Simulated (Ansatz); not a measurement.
This script drives Ansatz 0.2.0, Python API.

`run_torsion.py`
```python
"""Rigid torsion scan of CH3BS2."""

import ansatz as az
from ase import Atoms

atoms = Atoms(["S", "C", "B", "S", "H", "H", "H"], positions=[
    (-0.3458, -2.3514, 0.3802),
    (-0.4835, -1.0065, -0.2252),
    (0.0238, 0.2517, 0.5268),
    (0.0148, 1.9632, -0.2563),
    (-0.9161, -0.8957, -1.2273),
    (0.5397, 0.1591, 1.6135),
    (1.2282, 1.8116, -0.8574),
])

# start the scan from a relaxed geometry
first = (
    az.Crystal.molecule_from_ase(atoms).calculation()
    .basis(gaussian="6-31G*")
    .functional("cam_b3lyp")
    .relax(force_tolerance=0.02, max_steps=80)
)
atoms.positions = first.run(threads=1, pin="off").report["positions_ang"]

start = atoms.get_dihedral(3, 2, 1, 0)
energies = {}
for turn in range(0, 360, 40):
    turned = atoms.copy()
    turned.set_dihedral(3, 2, 1, 0, start + turn, indices=[0, 1, 4])
    setup = (
        az.Crystal.molecule_from_ase(turned).calculation()
        .basis(gaussian="6-31G*")
        .functional("cam_b3lyp")
    )
    energies[round((start + turn) % 360)] = setup.run(threads=1, pin="off").report["free_energy_ev"]
floor = min(energies.values())
print("dihedral S3-B2-C1-S0 (deg)   E - E(min) (eV)")
for angle, e in sorted(energies.items()):
    print(f"{angle:8d} {(e - floor):14.3f}  " + "#" * int(30 * (e - floor) / max(max(energies.values()) - floor, 1e-9)))
```

It is started by `python run_torsion.py`. Estimate its wall time and peak memory on 1 thread of Intel(R) Xeon(R) Processor @ 2.30GHz, with other jobs on the host.

It took about 58 s, with a peak of 0.28 GiB, for 10 runs of the engine.

```console
$ python run_torsion.py
dihedral S3-B2-C1-S0 (deg)   E - E(min) (eV)
      13          0.054  ##############################
      53          0.026  ##############
      93          0.019  ##########
     133          0.011  ######
     173          0.026  ##############
     213          0.039  #####################
     253          0.025  #############
     293          0.000
     333          0.022  ############
```

The scan is rigid and the energies are electronic, in a modest basis. With rigid groups the curve can differ much from the relaxed path, the start wasn't checked as a minimum of this torsion, and equivalent turns needn't return to the same energy.
